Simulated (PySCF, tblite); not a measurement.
# C4H8Si: dynamics, then NMR shifts and electronic excitations on frames, part 2 of 2

tblite 0.8.0 and PySCF 2.14.0. Atoms count from 0. Earlier steps stand in the parts before.

### 8 TDDFT and polarisability: 625 fs, PBE0/def2-SVPD

What the job is given:

```
{"job": {"kind": "uv", "xc": "PBE0", "basis": "def2-SVPD", "nstates": 5, "ntriplets": 0}, "charge": 0, "multiplicity": 1}
C      1.527300    -0.450100     1.336100
C      0.919900    -0.739800     0.188500
Si    -0.913000    -1.074100    -0.129900
C     -2.051000    -0.131600     1.032300
C     -2.139800     0.373500    -0.431600
H      2.577300    -0.090400     1.505100
H      1.032800    -0.379500     2.269700
H      1.491000    -0.761700    -0.754100
H     -1.309500    -2.491100    -0.308200
H     -1.684700     0.506700     1.789700
H     -2.950100    -0.539200     1.464700
H     -3.159800     0.223200    -0.820700
H     -1.641300     1.267000    -0.721200
```

With the program's defaults for keys left out, this is: TDDFT PBE0/def2-SVPD, vertical, gas phase, core orbitals frozen in the response.

Standard output:

```text
coarse grid: 10928 points
cycle   1  E = -446.0239728952  dE =  3.463e-01  |g| = 4.262e-01  |ddm| = 4.774e+00
cycle   2  E = -445.9763962301  dE =  4.758e-02  |g| = 5.820e-01  |ddm| = 1.351e+00
cycle   3  E = -446.0766018052  dE = -1.002e-01  |g| = 5.695e-02  |ddm| = 7.739e-01
cycle   4  E = -446.0773480816  dE = -7.463e-04  |g| = 3.189e-02  |ddm| = 1.235e-01
cycle   5  E = -446.0776182552  dE = -2.702e-04  |g| = 8.638e-03  |ddm| = 4.319e-02
cycle   6  E = -446.0776361915  dE = -1.794e-05  |g| = 2.734e-03  |ddm| = 1.239e-02
cycle   7  E = -446.0776383359  dE = -2.144e-06  |g| = 4.359e-04  |ddm| = 4.323e-03
final grid: 99736 points
cycle   8  E = -446.1379022048  dE = -2.371e-05  |g| = 6.615e-03  |ddm| = 8.718e-02
cycle   9  E = -446.1378939862  dE =  8.219e-06  |g| = 8.513e-03  |ddm| = 1.803e-02
cycle  10  E = -446.1379142580  dE = -2.027e-05  |g| = 8.069e-04  |ddm| = 1.072e-02
cycle  11  E = -446.1379144670  dE = -2.090e-07  |g| = 2.115e-04  |ddm| = 1.421e-03
cycle  12  E = -446.1379144775  dE = -1.051e-08  |g| = 7.994e-05  |ddm| = 3.686e-04
cycle  13  E = -446.1379144790  dE = -1.501e-09  |g| = 3.001e-05  |ddm| = 1.230e-04
cycle  14  E = -446.1379144793  dE = -2.519e-10  |g| = 5.643e-06  |ddm| = 5.690e-05
converged SCF energy = -446.1379144793

Static polarisability (au): isotropic 77.121, principal 62.747 75.486 93.131

Singlet excitations
state   eV       nm        f      main configurations
  1   4.7082    263.3   0.01862   H->L 0.97
  2   5.9056    209.9   0.09953   H->L+1 0.83, H-2->L 0.10
  3   6.2435    198.6   0.07356   H-2->L 0.41, H-1->L 0.29, H->L+1 0.10
  4   6.4475    192.3   0.03371   H-1->L 0.28, H-3->L 0.28, H->L+2 0.27
  5   6.5154    190.3   0.06545   H->L+2 0.59, H-1->L 0.22, H-3->L 0.09
```

Wall time 9.8 s (1 thread of Intel Xeon 6975P-C, shared host); peak memory 0.72 GiB.

In short: HOMO -6.64 eV, LUMO -0.77 eV; lowest singlet 4.71 eV.

### 9 NMR shieldings: 800 fs, PBE0/pcSseg-1

What the job is given:

```
{"job": {"kind": "nmr", "xc": "PBE0", "basis": "pcSseg-1", "pop": false}, "charge": 0, "multiplicity": 1}
C      1.742300    -0.716300     1.108500
C      0.996900    -0.876400     0.055200
Si    -0.922600    -0.825500    -0.165000
C     -2.389100    -0.038800     0.808100
C     -1.999500     0.609800    -0.518500
H      2.853800    -0.825900     0.959500
H      1.354600    -0.586500     2.088800
H      1.281400    -1.087000    -0.969600
H     -1.345600    -2.065600    -0.837900
H     -2.252700     0.633600     1.594100
H     -3.274300    -0.696700     0.940800
H     -2.754200     0.630200    -1.265400
H     -1.707100     1.660300    -0.415900
```

With the program's defaults for keys left out, this is: GIAO PBE0/pcSseg-1 NMR shielding, non-relativistic, gas phase.

Standard output:

```text
coarse grid: 10928 points
cycle   1  E = -446.2092484099  dE =  4.617e-01  |g| = 4.563e-01  |ddm| = 3.201e+00
cycle   2  E = -446.1684476790  dE =  4.080e-02  |g| = 5.936e-01  |ddm| = 9.806e-01
cycle   3  E = -446.2655856068  dE = -9.714e-02  |g| = 6.617e-02  |ddm| = 6.372e-01
cycle   4  E = -446.2666493711  dE = -1.064e-03  |g| = 2.896e-02  |ddm| = 9.477e-02
cycle   5  E = -446.2668598299  dE = -2.105e-04  |g| = 8.644e-03  |ddm| = 2.822e-02
cycle   6  E = -446.2668768446  dE = -1.701e-05  |g| = 2.741e-03  |ddm| = 7.817e-03
cycle   7  E = -446.2668789066  dE = -2.062e-06  |g| = 3.284e-04  |ddm| = 2.762e-03
final grid: 99736 points
cycle   8  E = -446.2974729466  dE = -2.174e-05  |g| = 6.898e-03  |ddm| = 1.992e-02
cycle   9  E = -446.2974656392  dE =  7.307e-06  |g| = 8.642e-03  |ddm| = 1.320e-02
cycle  10  E = -446.2974854017  dE = -1.976e-05  |g| = 9.096e-04  |ddm| = 7.951e-03
cycle  11  E = -446.2974856268  dE = -2.251e-07  |g| = 2.666e-04  |ddm| = 1.231e-03
cycle  12  E = -446.2974856440  dE = -1.724e-08  |g| = 7.648e-05  |ddm| = 2.419e-04
cycle  13  E = -446.2974856453  dE = -1.258e-09  |g| = 2.742e-05  |ddm| = 7.119e-05
cycle  14  E = -446.2974856455  dE = -1.939e-10  |g| = 5.316e-06  |ddm| = 2.947e-05
converged SCF energy = -446.2974856455

GIAO shielding tensors (ppm)
atom      isotropic    diamagn.    paramagn.     s11        s22        s33       span
  0 C       51.758     252.380    -200.622    -66.203     57.356    164.121    230.325
  1 C       51.408     263.579    -212.171    -57.931     33.042    179.113    237.045
  2 Si     468.021     881.890    -413.869    315.709    382.925    705.428    389.719
  3 C      191.509     258.335     -66.826    166.808    184.404    223.313     56.505
  4 C      186.596     252.762     -66.167    166.725    188.085    204.978     38.253
  5 H       24.707      27.105      -2.398     21.641     22.974     29.505      7.863
  6 H       25.515      31.319      -5.804     22.158     24.648     29.737      7.579
  7 H       24.531      31.998      -7.467     20.616     23.379     29.598      8.982
  8 H       28.295      29.164      -0.869     22.950     26.431     35.503     12.552
  9 H       31.412      33.935      -2.523     25.700     28.747     39.788     14.088
 10 H       30.735      29.505       1.230     25.260     26.492     40.452     15.192
 11 H       31.213      30.538       0.675     25.900     27.080     40.658     14.758
 12 H       30.383      32.110      -1.727     25.471     27.426     38.251     12.780
```

Run time: 6.9 s. Hardware: 1 thread of Intel Xeon 6975P-C, shared host; peak memory 0.65 GiB.

This run: δ C1 135.5, C0 135.2, C4 0.3, C3 -4.6, H7 7.19, H5 7.01 ppm.

### 10 TDDFT and polarisability: 800 fs, PBE0/def2-SVPD

The job, as its differences from that of step 9:

```diff
@@ -1,2 +1,2 @@
-{"job": {"kind": "nmr", "xc": "PBE0", "basis": "pcSseg-1", "pop": false}, "charge": 0, "multiplicity": 1}
+{"job": {"kind": "uv", "xc": "PBE0", "basis": "def2-SVPD", "nstates": 5, "ntriplets": 0}, "charge": 0, "multiplicity": 1}
 C      1.742300    -0.716300     1.108500
```

With the program's defaults for keys left out, this is: TDDFT PBE0/def2-SVPD, vertical, gas phase, core orbitals frozen in the response.

Standard output:

```text
coarse grid: 10928 points
cycle   1  E = -446.0178192683  dE =  4.219e-01  |g| = 4.343e-01  |ddm| = 4.802e+00
cycle   2  E = -445.9784429085  dE =  3.938e-02  |g| = 5.677e-01  |ddm| = 1.319e+00
cycle   3  E = -446.0707528041  dE = -9.231e-02  |g| = 6.408e-02  |ddm| = 7.255e-01
cycle   4  E = -446.0717626027  dE = -1.010e-03  |g| = 3.008e-02  |ddm| = 1.187e-01
cycle   5  E = -446.0719997856  dE = -2.372e-04  |g| = 8.609e-03  |ddm| = 3.949e-02
cycle   6  E = -446.0720176965  dE = -1.791e-05  |g| = 2.536e-03  |ddm| = 1.232e-02
cycle   7  E = -446.0720195336  dE = -1.837e-06  |g| = 3.583e-04  |ddm| = 4.144e-03
final grid: 99736 points
cycle   8  E = -446.1327144978  dE = -2.152e-05  |g| = 6.701e-03  |ddm| = 8.385e-02
cycle   9  E = -446.1327070026  dE =  7.495e-06  |g| = 8.485e-03  |ddm| = 1.842e-02
cycle  10  E = -446.1327267659  dE = -1.976e-05  |g| = 8.518e-04  |ddm| = 1.047e-02
cycle  11  E = -446.1327269899  dE = -2.240e-07  |g| = 2.000e-04  |ddm| = 1.326e-03
cycle  12  E = -446.1327269992  dE = -9.264e-09  |g| = 7.322e-05  |ddm| = 3.284e-04
cycle  13  E = -446.1327270004  dE = -1.269e-09  |g| = 2.537e-05  |ddm| = 1.103e-04
cycle  14  E = -446.1327270006  dE = -1.799e-10  |g| = 4.864e-06  |ddm| = 5.468e-05
converged SCF energy = -446.1327270006

Static polarisability (au): isotropic 77.585, principal 61.823 70.060 100.872

Singlet excitations
state   eV       nm        f      main configurations
  1   5.0438    245.8   0.03810   H->L 0.96
  2   6.0348    205.4   0.03357   H->L+1 0.62, H-2->L 0.17, H-1->L 0.16
  3   6.2637    197.9   0.04902   H-2->L 0.39, H->L+1 0.26, H-1->L 0.18
  4   6.6000    187.9   0.06813   H->L+2 0.81
  5   6.7187    184.5   0.01844   H->L+3 0.88
```

It took 9.7 s on 1 thread of Intel Xeon 6975P-C, shared host; peak memory 0.72 GiB.

In short: HOMO -6.65 eV, LUMO -0.53 eV; lowest singlet 5.04 eV.

### 11 Nuclear shieldings: 1000 fs, PBE0/pcSseg-1

What the job is given:

```
{"job": {"kind": "nmr", "xc": "PBE0", "basis": "pcSseg-1", "pop": false}, "charge": 0, "multiplicity": 1}
C      1.477700    -0.271000     0.809700
C      0.816400    -1.337100     0.392500
Si    -1.056100    -1.232800    -0.020200
C     -2.304600    -0.541400     1.237100
C     -1.984700     0.424100     0.104500
H      2.566700    -0.309900     0.909000
H      1.030300     0.677600     1.136400
H      1.424500    -2.304100     0.199300
H     -1.538200    -2.221500    -0.942600
H     -2.069100    -0.144600     2.191400
H     -3.228600    -1.061700     1.180000
H     -2.767700     0.735400    -0.578400
H     -1.430600     1.275700     0.459700
```

Level: GIAO PBE0/pcSseg-1 NMR shielding, non-relativistic, gas phase.

Standard output:

```text
coarse grid: 10928 points
cycle   1  E = -446.2206021982  dE =  3.948e-01  |g| = 4.528e-01  |ddm| = 3.191e+00
cycle   2  E = -446.1742525312  dE =  4.635e-02  |g| = 6.040e-01  |ddm| = 1.010e+00
cycle   3  E = -446.2764929124  dE = -1.022e-01  |g| = 6.509e-02  |ddm| = 6.738e-01
cycle   4  E = -446.2775392476  dE = -1.046e-03  |g| = 2.929e-02  |ddm| = 9.492e-02
cycle   5  E = -446.2777577024  dE = -2.185e-04  |g| = 8.712e-03  |ddm| = 2.729e-02
cycle   6  E = -446.2777746085  dE = -1.691e-05  |g| = 3.014e-03  |ddm| = 8.002e-03
cycle   7  E = -446.2777771006  dE = -2.492e-06  |g| = 3.214e-04  |ddm| = 2.970e-03
final grid: 99736 points
cycle   8  E = -446.3077653753  dE = -2.097e-05  |g| = 6.828e-03  |ddm| = 1.969e-02
cycle   9  E = -446.3077574712  dE =  7.904e-06  |g| = 8.677e-03  |ddm| = 1.307e-02
cycle  10  E = -446.3077775338  dE = -2.006e-05  |g| = 8.955e-04  |ddm| = 8.149e-03
cycle  11  E = -446.3077777650  dE = -2.312e-07  |g| = 2.532e-04  |ddm| = 1.268e-03
cycle  12  E = -446.3077777805  dE = -1.551e-08  |g| = 7.543e-05  |ddm| = 2.260e-04
cycle  13  E = -446.3077777817  dE = -1.167e-09  |g| = 3.075e-05  |ddm| = 7.184e-05
cycle  14  E = -446.3077777819  dE = -2.569e-10  |g| = 5.314e-06  |ddm| = 3.221e-05
converged SCF energy = -446.3077777819

GIAO shielding tensors (ppm)
atom      isotropic    diamagn.    paramagn.     s11        s22        s33       span
  0 C       45.050     254.867    -209.817    -79.525     51.111    163.565    243.089
  1 C       45.575     261.494    -215.919    -71.164     48.095    159.796    230.960
  2 Si     481.505     881.874    -400.369    337.271    370.698    736.545    399.273
  3 C      188.180     256.571     -68.391    172.131    179.672    212.737     40.606
  4 C      187.650     255.322     -67.672    167.402    184.056    211.492     44.090
  5 H       25.358      29.180      -3.822     22.260     23.847     29.966      7.707
  6 H       25.264      32.954      -7.690     22.025     23.722     30.046      8.021
  7 H       24.161      28.210      -4.049     22.907     24.007     25.570      2.663
  8 H       28.795      29.548      -0.753     23.145     26.508     36.731     13.585
  9 H       31.081      32.117      -1.036     25.462     28.489     39.294     13.832
 10 H       31.737      30.006       1.731     26.575     27.012     41.624     15.049
 11 H       30.823      30.850      -0.027     25.422     26.534     40.513     15.092
 12 H       31.047      34.141      -3.094     26.265     27.922     38.954     12.689
```

Run time: 7.5 s. Hardware: 1 thread of Intel Xeon 6975P-C, shared host; peak memory 0.66 GiB.

This run: δ C0 141.9, C1 141.3, C4 -0.7, C3 -1.3, H7 7.56, H6 6.45 ppm.

### 12 Ultraviolet spectrum: 1000 fs, PBE0/def2-SVPD

The job, as its differences from that of step 11:

```diff
@@ -1,2 +1,2 @@
-{"job": {"kind": "nmr", "xc": "PBE0", "basis": "pcSseg-1", "pop": false}, "charge": 0, "multiplicity": 1}
+{"job": {"kind": "uv", "xc": "PBE0", "basis": "def2-SVPD", "nstates": 5, "ntriplets": 0}, "charge": 0, "multiplicity": 1}
 C      1.477700    -0.271000     0.809700
```

Method: TDDFT PBE0/def2-SVPD, vertical, gas phase, core orbitals frozen in the response.

Standard output:

```text
coarse grid: 10928 points
cycle   1  E = -446.0298351172  dE =  3.544e-01  |g| = 4.318e-01  |ddm| = 4.802e+00
cycle   2  E = -445.9840705095  dE =  4.576e-02  |g| = 5.812e-01  |ddm| = 1.401e+00
cycle   3  E = -446.0826081023  dE = -9.854e-02  |g| = 6.232e-02  |ddm| = 7.824e-01
cycle   4  E = -446.0835696305  dE = -9.615e-04  |g| = 3.042e-02  |ddm| = 1.247e-01
cycle   5  E = -446.0838166680  dE = -2.470e-04  |g| = 8.653e-03  |ddm| = 4.121e-02
cycle   6  E = -446.0838344540  dE = -1.779e-05  |g| = 2.780e-03  |ddm| = 1.225e-02
cycle   7  E = -446.0838366537  dE = -2.200e-06  |g| = 3.804e-04  |ddm| = 4.502e-03
final grid: 99736 points
cycle   8  E = -446.1438787937  dE = -2.017e-05  |g| = 6.623e-03  |ddm| = 7.771e-02
cycle   9  E = -446.1438704821  dE =  8.312e-06  |g| = 8.554e-03  |ddm| = 1.852e-02
cycle  10  E = -446.1438907435  dE = -2.026e-05  |g| = 8.309e-04  |ddm| = 1.090e-02
cycle  11  E = -446.1438909672  dE = -2.237e-07  |g| = 1.960e-04  |ddm| = 1.405e-03
cycle  12  E = -446.1438909762  dE = -8.980e-09  |g| = 7.068e-05  |ddm| = 3.273e-04
cycle  13  E = -446.1438909773  dE = -1.097e-09  |g| = 2.878e-05  |ddm| = 1.129e-04
cycle  14  E = -446.1438909775  dE = -2.366e-10  |g| = 4.874e-06  |ddm| = 5.545e-05
converged SCF energy = -446.1438909775

Static polarisability (au): isotropic 76.396, principal 59.797 77.161 92.230

Singlet excitations
state   eV       nm        f      main configurations
  1   4.9058    252.7   0.13068   H->L 0.97
  2   5.9939    206.9   0.01888   H->L+1 0.93
  3   6.1804    200.6   0.00276   H-1->L 0.54, H->L+2 0.25
  4   6.2773    197.5   0.01123   H->L+2 0.67, H-1->L 0.21
  5   6.5235    190.1   0.06852   H->L+3 0.87
```

Wall time 9.9 s (1 thread of Intel Xeon 6975P-C, shared host); peak memory 0.72 GiB.

In short: HOMO -6.40 eV, LUMO -0.68 eV; lowest singlet 4.91 eV.

### 13 Comparing the runs: NMR shifts

Shifts (ppm) of some atoms, chosen among heavy atoms and hydrogens apart, with basis size and wall time:

| frame | C0 | C1 | C4 | C3 | H7 | H10 | Si2 | functions | time |
| --- | --- | --- | --- | --- | --- | --- | --- | --- | --- |
| 250 fs | 139.8 | 135.9 | 6.2 | -2.6 | 5.85 | 1.34 | -133.2 | 132 | 7.5 s |
| 425 fs | 151.8 | 143.1 | 6.4 | -1.4 | 7.07 | 1.28 | -139.2 | 132 | 7 s |
| 625 fs | 145.6 | 132.0 | 3.8 | -8.1 | 6.70 | 0.27 | -138.6 | 132 | 6.9 s |
| 800 fs | 135.2 | 135.5 | 0.3 | -4.6 | 7.19 | 0.98 | -118.9 | 132 | 6.9 s |
| 1000 fs | 141.9 | 141.3 | -0.7 | -1.3 | 7.56 | -0.02 | -132.3 | 132 | 7.5 s |

### 14 Side by side: electronic excitations

Excitations and ground-state properties, with basis size and wall time:

| frame | lowest singlet (eV) | brightest (eV) | f | gap (eV) | α (Å³) | μ (D) | functions | time |
| --- | --- | --- | --- | --- | --- | --- | --- | --- |
| 250 fs | 5.02 | 5.02 | 0.157 | 5.76 | 11.13 | 0.43 | 168 | 9.8 s |
| 425 fs | 4.55 | 6.16 | 0.127 | 5.71 | 11.30 | 0.72 | 168 | 10 s |
| 625 fs | 4.71 | 5.91 | 0.100 | 5.87 | 11.43 | 0.75 | 168 | 9.8 s |
| 800 fs | 5.04 | 6.60 | 0.068 | 6.11 | 11.50 | 0.74 | 168 | 9.7 s |
| 1000 fs | 4.91 | 4.91 | 0.131 | 5.71 | 11.32 | 0.48 | 168 | 9.9 s |

### 15 Summary of results

The summary covers parts 1 to 2.

| quantity | value |
| --- | --- |
| thermostat | 300 K |
| mean temperature, second half | 269 K |
| mean potential energy above the minimum | 0.44 eV |
| ¹³C shifts against TMS (PBE0/pcSseg-1, 250 fs) | 139.8, 135.9, 6.2, -2.6 ppm |
| ¹H shifts against TMS (PBE0/pcSseg-1, 250 fs) | 6.64, 5.85, 5.83, 3.14, 1.42, 1.34, 1.05, 0.39 ppm |
| ²⁹Si shifts against TMS (PBE0/pcSseg-1, 250 fs) | -133.2 ppm |
| lowest singlet (PBE0/def2-SVPD, 250 fs) | 5.02 eV (247 nm), f = 0.157 |
| range of the shift of Si2 | -139.2 to -118.9 ppm |
| range of the lowest singlet | 4.55 to 5.04 eV |

**Reading.** In the second half the potential energy averages 0.44 eV above the minimum; equipartition over 33 harmonic modes at 300 K would give 0.43 eV. With 13 atoms the temperature swings widely (128 to 416 K). Shifts at one fixed geometry are not the observed spectrum, which averages over the motion. In the first frame run (250 fs): The largest span, 338 ppm, is at Si2, where the paramagnetic term is -400 ppm. The first singlet state (HOMO→LUMO 0.95) lies at 5.02 eV and is bright. Across the 5 runs the shift of Si2 moves most, between -139.2 (425 fs) and -118.9 ppm (800 fs). The lowest singlet runs from 4.55 eV (425 fs) to 5.04 eV (800 fs), while the orbital gap spans 5.71 to 6.11 eV. The lowest state need not be the same one in every run. The runs solved for a few states only, so the brightest column depends on that window.
